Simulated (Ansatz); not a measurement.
# CaTiN2, space group Pmmn: a report of symmetry and cells

Computed with the Python package of Ansatz (0.2.0).

The script, `sym_catin2.py`:
```python
# -*- coding: utf-8 -*-
"""What the space group makes of the typed atoms of CaTiN2."""

import ansatz as az
import numpy as np

cell = (
    az.Lattice.orthorhombic(3.6131, 3.9365, 7.5421)
    .space_group(59, hermann_mauguin="Pmmn", origin_choice=1)
    .atom("Ca", (0.0, 0.5, 0.849))
    .atom("Ti", (0.0, 0.5, 0.414))
    .atom("N", (0.5, 0.5, 0.5255))
    .atom("N", (0.0, 0.5, 0.1632))
)

read = cell.crystallographic_orbits()
print("group", read["space_group"], read["hermann_mauguin"], "conventional content", read["formula"])
print("orbits:", [orbit["symbol"] + " " + str(orbit["wyckoff"]) for orbit in read["orbits"]])
for pair in read["least_distances"]:
    print(f"  shortest {pair['first']}-{pair['second']}: {pair['distance_ang']:.3f} A")
print("atoms in the primitive and conventional cells:", len(cell.primitive().resolved().sites), len(cell.conventional().resolved().sites))
built = cell.resolved()
vectors = np.array(built.lattice.vectors)
print("cell vectors (A)")
print(vectors.round(4) + 0.0)
for index, site in enumerate(built.sites):
    print(index, site.symbol, np.round(site.position, 4) + 0.0)
try:
    print({label: tuple(round(v, 4) for v in k) for label, k in az.high_symmetry_points(vectors.tolist()).items()})
except Exception as error:
    print("no labels:", error)
```

```console
$ python sym_catin2.py
group 59 Pmmn conventional content Ca2Ti2N4
orbits: ['Ca 2b', 'Ti 2b', 'N 2a', 'N 2b']
  shortest Ca-Ca: 3.511 A
  shortest Ca-Ti: 3.281 A
  shortest Ca-N: 2.370 A
  shortest Ti-Ti: 2.970 A
  shortest Ti-N: 1.892 A
  shortest N-N: 2.699 A
atoms in the primitive and conventional cells: 8 8
cell vectors (A)
[[3.6131 0.     0.    ]
 [0.     3.9365 0.    ]
 [0.     0.     7.5421]]
0 Ca [0.    0.5   0.849]
1 Ca [0.5   0.    0.151]
2 Ti [0.    0.5   0.414]
3 Ti [0.5   0.    0.586]
4 N [0.5    0.5    0.5255]
5 N [0.     0.     0.4745]
6 N [0.     0.5    0.1632]
7 N [0.5    0.     0.8368]
{'R': (0.5, 0.5, 0.5), 'S': (0.5, 0.5, 0.0), 'T': (0.0, 0.5, 0.5), 'U': (0.5, 0.0, 0.5), 'X': (0.5, 0.0, 0.0), 'Y': (0.0, 0.5, 0.0), 'Z': (0.0, 0.0, 0.5), 'Γ': (0.0, 0.0, 0.0)}
```
